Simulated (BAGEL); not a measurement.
# GaH2SOF (SMILES [OH][Ga]([F])[SH]) at HF/3-21G (density fitting with qzvpp-jkfit)

Aim: the energy change on altering one bond length of GaH2SOF at HF/3-21G (density fitting with qzvpp-jkfit), from 2 runs. 

Program for the calculation: BAGEL 1.2.2.

1 further run of the same task is left out (it didn't finish).

## Step 1: The structure to begin with

GaH2SOF has 6 atoms, charge 0, and is taken as a singlet. As SMILES, `[OH][Ga]([F])[SH]`. The coordinates come from a PBE0-D4/def2-TZVP relaxation. This is one conformer, not always the lowest.

Bond lengths: O1–Ga2 1.769 Å, Ga2–F3 1.741 Å, Ga2–S4 2.180 Å, O1–H5 0.959 Å, S4–H6 1.344 Å. Angles: O1–Ga2–F3 114.2°, O1–Ga2–S4 128.9°, F3–Ga2–S4 117.0°, Ga2–O1–H5 114.7°, Ga2–S4–H6 93.2°.

## Step 2: A single-point energy at HF/3-21G (density fitting with qzvpp-jkfit)

input.json reads:

```json
{ "bagel" : [

{
  "title" : "molecule",
  "basis" : "3-21g",
  "df_basis" : "qzvpp-jkfit",
  "angstrom" : true,
  "geometry" : [
    { "atom" : "O", "xyz" : [       1.077100,      -0.243800,      -1.220400 ] },
    { "atom" : "Ga", "xyz" : [       0.325400,      -0.426500,       0.370600 ] },
    { "atom" : "F", "xyz" : [       1.149900,      -1.539900,       1.425000 ] },
    { "atom" : "S", "xyz" : [      -1.460000,       0.544100,       1.159300 ] },
    { "atom" : "H", "xyz" : [       0.625600,       0.364900,      -1.808800 ] },
    { "atom" : "H", "xyz" : [      -1.676000,       1.237100,       0.028100 ] }
  ]
},

{ "title" : "hf" },

{ "title" : "print", "file" : "orbitals.molden", "orbitals" : true }

]}
```

Run with:

```bash
$ BAGEL_NUM_THREADS=1 BAGEL input.json > input.out
```

Log:

```text
* using 1 threads per process

  ===============================================================
  ===============================================================

  *** Geometry ***

  { "atom" : "O", "xyz" : [      2.035424,     -0.460715,     -2.306222 ] },
  { "atom" : "Ga", "xyz" : [      0.614917,     -0.805968,      0.700333 ] },
  { "atom" : "F", "xyz" : [      2.172996,     -2.909989,      2.692860 ] },
  { "atom" : "S", "xyz" : [     -2.759000,      1.028200,      2.190759 ] },
  { "atom" : "H", "xyz" : [      1.182213,      0.689561,     -3.418137 ] },
  { "atom" : "H", "xyz" : [     -3.167181,      2.337780,      0.053101 ] },

  Number of auxiliary basis functions:      584

  Since a DF basis is specified, we compute 2- and 3-index integrals:
    o Being stored without compression. Storage requirement is 0.015 GB

  Number of basis functions:       57
  Number of electrons      :       66

    * METHOD: MOLECULE                             0.30

  *** RHF ***

  === Nuclear Repulsion ===
   364.1846886589

      * DIIS with orbital gradients will be used.

  === RHF iteration (3-21g) ===
      0      -2483.81602446          0.02967678           0.08
      1      -2483.96990658          0.01903967           0.07
      2      -2484.04821482          0.00115588           0.07
      3      -2484.04905047          0.00042737           0.07
      4      -2484.04914002          0.00014173           0.07
      5      -2484.04915549          0.00004399           0.07
      6      -2484.04915717          0.00001581           0.07
      7      -2484.04915741          0.00000393           0.07
      8      -2484.04915742          0.00000200           0.07
      9      -2484.04915742          0.00000067           0.07
     10      -2484.04915742          0.00000024           0.07
     11      -2484.04915742          0.00000011           0.07
     12      -2484.04915742          0.00000003           0.07
     13      -2484.04915742          0.00000001           0.07
     14      -2484.04915742          0.00000000           0.07
    * SCF iteration converged.

    * Permanent dipole moment:
           (    0.625833,    -0.986055,     1.112640) a.u.

    * METHOD: HF                                   1.26

    * METHOD: PRINT                                0.01

  ===============================================================
```

Wall time 1.7 s (1 thread of Arm Neoverse V1, shared host); peak memory 0.11 GiB.

## Step 3: The distorted shape, same level

hf.json reads:

```json
{ "bagel" : [

{
  "title" : "molecule",
  "basis" : "3-21g",
  "df_basis" : "qzvpp-jkfit",
  "angstrom" : "true",
  "geometry" : [
    { "atom" : "O", "xyz" : [       1.302598,      -0.188993,      -1.697674 ] },
    { "atom" : "Ga", "xyz" : [       0.325400,      -0.426500,       0.370600 ] },
    { "atom" : "F", "xyz" : [       1.149900,      -1.539900,       1.425000 ] },
    { "atom" : "S", "xyz" : [      -1.460000,       0.544100,       1.159300 ] },
    { "atom" : "H", "xyz" : [       0.851098,       0.419707,      -2.286074 ] },
    { "atom" : "H", "xyz" : [      -1.676000,       1.237100,       0.028100 ] }
  ]
},

{
  "title" : "hf"
},

{
  "title" : "print",
  "file" : "orbitals.molden",
  "orbitals" : "true"
}

]}
```

Run with:

```bash
$ BAGEL_NUM_THREADS=1 BAGEL hf.json > hf.out
```

Log:

```text
* using 1 threads per process

  ===============================================================
  ===============================================================

  *** Geometry ***

  { "atom" : "O", "xyz" : [      2.461553,     -0.357145,     -3.208139 ] },
  { "atom" : "Ga", "xyz" : [      0.614917,     -0.805968,      0.700333 ] },
  { "atom" : "F", "xyz" : [      2.172996,     -2.909989,      2.692860 ] },
  { "atom" : "S", "xyz" : [     -2.759000,      1.028200,      2.190759 ] },
  { "atom" : "H", "xyz" : [      1.608342,      0.793131,     -4.320054 ] },
  { "atom" : "H", "xyz" : [     -3.167181,      2.337780,      0.053101 ] },

  Number of auxiliary basis functions:      584

  Since a DF basis is specified, we compute 2- and 3-index integrals:
    o Being stored without compression. Storage requirement is 0.015 GB

  Number of basis functions:       57
  Number of electrons      :       66

    * METHOD: MOLECULE                             0.29

  *** RHF ***

  === Nuclear Repulsion ===
   341.2987687939

      * DIIS with orbital gradients will be used.

  === RHF iteration (3-21g) ===
      0      -2483.66900106          0.03190170           0.08
      1      -2483.79921599          0.02565999           0.07
      2      -2483.95393488          0.00267784           0.07
      3      -2483.95681701          0.00122932           0.07
      4      -2483.95756030          0.00034770           0.07
      5      -2483.95771931          0.00011469           0.07
      6      -2483.95773468          0.00004635           0.07
      7      -2483.95773669          0.00001770           0.07
      8      -2483.95773694          0.00000699           0.07
      9      -2483.95773696          0.00000366           0.07
     10      -2483.95773697          0.00000077           0.07
     11      -2483.95773697          0.00000035           0.07
     12      -2483.95773697          0.00000016           0.07
     13      -2483.95773697          0.00000007           0.07
     14      -2483.95773697          0.00000002           0.08
     15      -2483.95773697          0.00000001           0.08
    * SCF iteration converged.

    * Permanent dipole moment:
           (    0.852402,    -0.916698,     0.601219) a.u.

    * METHOD: HF                                   1.37

    * METHOD: PRINT                                0.01

  ===============================================================
```

Wall time 1.8 s (1 thread of Arm Neoverse V1, shared host); peak memory 0.11 GiB.

## Step 4: Outcome

At HF/3-21G (density fitting with qzvpp-jkfit):

| quantity | value |
| --- | --- |
| first shape: total energy | -2484.04916 Eh |
| first shape: dipole moment | 4.10 D |
| first shape: HOMO energy | -11.35 eV |
| first shape: LUMO energy | 1.79 eV |
| first shape: HOMO–LUMO gap | 13.13 eV |
| distorted shape: total energy | -2483.95774 Eh |
| distorted shape: dipole moment | 3.53 D |
| distorted shape: HOMO energy | -11.17 eV |
| distorted shape: LUMO energy | 0.85 eV |
| distorted shape: HOMO–LUMO gap | 12.02 eV |
| energy change with the O1–Ga2 bond stretched from 1.769 to 2.300 Å | 2.488 eV |

What this shows: With the O1–Ga2 bond stretched from 1.769 to 2.300 Å the energy rises by 2.49 eV (240 kJ/mol). The first shape isn't relaxed at this level, so the change isn't measured from a minimum.
